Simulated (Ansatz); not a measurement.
**CH₆InNSi: up Jacob's ladder to CCSD(T)**

An exercise on one series of results from a longer session: the logs are not shown, and one member is left open.

The runs use Ansatz 0.2.0, Gaussian basis; functionals in def2-TZVPP, the program's frozen cores in correlated methods.

Levels to be run: PBE-D4, r2SCAN-D4, PBE0-D4, B3LYP-D4, ωB97X-V, ωB97M-V, B2PLYP; CCSD(T)/def2-TZVPP; MP2/def2-QZVPP; extrapolation to the limit.

### Structure used throughout

All runs share one geometry, relaxed beforehand with PBE0-D4 in a triple-zeta def2 set. In takes the def2 core potential; no spin-orbit term is included.

10 atoms, charge 0, spin multiplicity 1.

Atoms are counted from 1 here; the program's logs count them from 0.

Bond lengths: N1–C2 1.277 Å, N1–H5 1.034 Å, C2–In3 2.279 Å, C2–H6 1.100 Å, Si4–H7 1.497 Å, Si4–H8 1.482 Å, Si4–H9 1.486 Å, Si4–H10 1.480 Å. Angles: C2–N1–H5 112.9°, N1–C2–In3 110.3°, N1–C2–H6 113.8°, In3–C2–H6 135.9°, H7–Si4–H8 109.3°, H7–Si4–H9 107.2°, H7–Si4–H10 108.7°, H8–Si4–H9 109.9°, H8–Si4–H10 111.2°, H9–Si4–H10 110.4°.

As a file:

```xyz
10
CH6InNSi
N    -1.72717   -1.07493    0.01558
C    -1.78025    0.19720   -0.07913
In   -1.24855    1.16016    1.91699
Si    1.66895    0.09034   -0.36453
H    -1.44513   -1.39646    0.95698
H    -2.07699    0.55599   -1.07544
H     1.17219    0.70546    0.90721
H     0.98724    0.72845   -1.51492
H     3.13044    0.34801   -0.43600
H     1.40228   -1.36532   -0.32365
```

The first run:

in.yaml reads:

```yaml
crystal:
  periodic: [false, false, false]
  atoms:
    - {symbol: N, position_ang: [-1.727169, -1.074935, 0.015584]}
    - {symbol: C, position_ang: [-1.780250, 0.197202, -0.079129]}
    - {symbol: In, position_ang: [-1.248549, 1.160164, 1.916989]}
    - {symbol: Si, position_ang: [1.668947, 0.090343, -0.364527]}
    - {symbol: H, position_ang: [-1.445131, -1.396460, 0.956982]}
    - {symbol: H, position_ang: [-2.076994, 0.555986, -1.075439]}
    - {symbol: H, position_ang: [1.172185, 0.705460, 0.907213]}
    - {symbol: H, position_ang: [0.987240, 0.728451, -1.514923]}
    - {symbol: H, position_ang: [3.130438, 0.348008, -0.436004]}
    - {symbol: H, position_ang: [1.402282, -1.365319, -0.323646]}
basis:
  gaussian: {orbitals: def2-TZVPP}
hamiltonian: {xc: pbe, dispersion: d4}
output: {forces: true, orbitals: {seedname: orbitals}}
```

On the command line:

```bash
> ansatz run in.yaml --threads 4 --pin off --events-out ev --progress --plain --max-ram 10444MiB
```

Steps of the session up to this table: PBE-D4 (GGA); r2SCAN-D4 (meta-GGA); PBE0-D4 (hybrid); B3LYP-D4 (hybrid); ωB97X-V (range-separated); ωB97M-V (range-separated); B2PLYP (double hybrid); CCSD(T) in def2-TZVPP; MP2 in def2-QZVPP.

One table of the session follows, with a row left open; its other results are not shown here.

| method | atomisation energy (kcal/mol) |
| --- | --- |
| PBE-D4 | 722.7 |
| r2SCAN-D4 | 709.3 |
| PBE0-D4 | 707.2 |
| B3LYP-D4 | 718.1 |
| ωB97X-V | 716.0 |
| ωB97M-V | 714.4 |
| B2PLYP | 704.7 |
| HF/def2-TZVPP | 494.7 |
| MP2/def2-TZVPP | ? |
| CCSD/def2-TZVPP | 682.5 |
| CCSD(T)/def2-TZVPP | 694.2 |
| MP2/CBS | 715.2 |
| CCSD(T)/CBS | 715.4 |

**Question.** Estimate the row for MP2/def2-TZVPP.

**Answer.** atomisation energy (kcal/mol): 694.0. In the column «atomisation energy (kcal/mol)» it lies between CCSD/def2-TZVPP (682.5) and CCSD(T)/def2-TZVPP (694.2).

Among the levels timed on like hardware and quicker than the yardstick, those that no quicker one beats, quickest first: PBE-D4 (2.6 s, +7.3 kcal/mol); B3LYP-D4 (5 s, +2.7 kcal/mol); ωB97X-V (8.5 s, +0.6 kcal/mol).

B2PLYP carry no dispersion term (for B3LYP, D4 adds 9.6 kcal/mol).

Limits of these values: All levels share the lack of spin-orbit coupling, which lowers the free heavy atoms and so the true binding.
